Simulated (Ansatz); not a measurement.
What does this script print? It uses Ansatz's Python interface.

The script, `plan_co.py`:
```python
'''What the engine would do for CO, without solving.'''

import ansatz as az

SETTINGS = {
    'functional': 'pbe',
    'k_length': 17,
    'smearing': 'Fixed',
    'tolerance': 1e-08,
}

co = (
    az.Lattice.of((4.844481, 2.796962, 4.443713), (-4.844481, 2.796962, 4.443713), (0.0, -5.593925, 4.443713))
    .atom('C', (0.458568, 0.458568, 0.458568))
    .atom('C', (0.962422, 0.458395, 0.249908))
    .atom('C', (0.458395, 0.249908, 0.962422))
    .atom('C', (0.249908, 0.962422, 0.458395))
    .atom('C', (0.958568, 0.958568, 0.958568))
    .atom('C', (0.958395, 0.462422, 0.749908))
    .atom('C', (0.749908, 0.958395, 0.462422))
    .atom('C', (0.462422, 0.749908, 0.958395))
    .atom('O', (0.734293, 0.080953, 0.557371))
    .atom('O', (0.557371, 0.734293, 0.080953))
    .atom('O', (0.234293, 0.057371, 0.580953))
    .atom('O', (0.544291, 0.544291, 0.544291))
    .atom('O', (0.080953, 0.557371, 0.734293))
    .atom('O', (0.580953, 0.234293, 0.057371))
    .atom('O', (0.057371, 0.580953, 0.234293))
    .atom('O', (0.044291, 0.044291, 0.044291))
)

job = (
    co.calculation()
    .functional(SETTINGS['functional'])
    .pseudopotentials('paw')
    .kpoints(length=SETTINGS['k_length'])
    .occupations(SETTINGS['smearing'])
    .scf(tolerance=SETTINGS['tolerance'])
)
session = job.session()
print('features:', ', '.join(session.active_features))
print('SCF threshold (eV):', session.dr2_threshold)
planned = session.plan(dry_run=True)
told = planned.describe()
for name in ('ecut_ev', 'ecutrho_ev', 'n_bands', 'nominal_top_band', 'n_pw_range', 'fft_dense', 'fft_smooth', 'n_sym_ops', 'cell_volume_ang3'):
    print(f'{name:18s} {told[name]}')
for notice in planned.prep()['deck_notices']:
    print('resolved:', notice['kind'])
```

```console
$ python plan_co.py
DeckWarning: basis.ecutwfc = 420 eV, auto-derived from the records' recommended cutoffs: set by C (normal level)
features: AnyPaw, Paw, PbeFamilyXc, StepOccupations
SCF threshold (eV): 1e-08
ecut_ev            420.0
ecutrho_ev         1680.0
n_bands            56
nominal_top_band   40
n_pw_range         [7041, 7064]
fft_dense          [48, 48, 48]
fft_smooth         [48, 48, 48]
n_sym_ops          6
cell_volume_ang3   361.2693578168457
resolved: structure_snapped_to_symmetry_deviation_below_warning_threshold
resolved: cutoff_auto_derived
resolved: cutoff_auto_derived
resolved: n_bands_auto_derived
resolved: mixing_algorithm_auto_resolved
resolved: check_enabled
```
(Warnings from the package without file and line.)

The structure comes from a database and needn't be a stable phase.
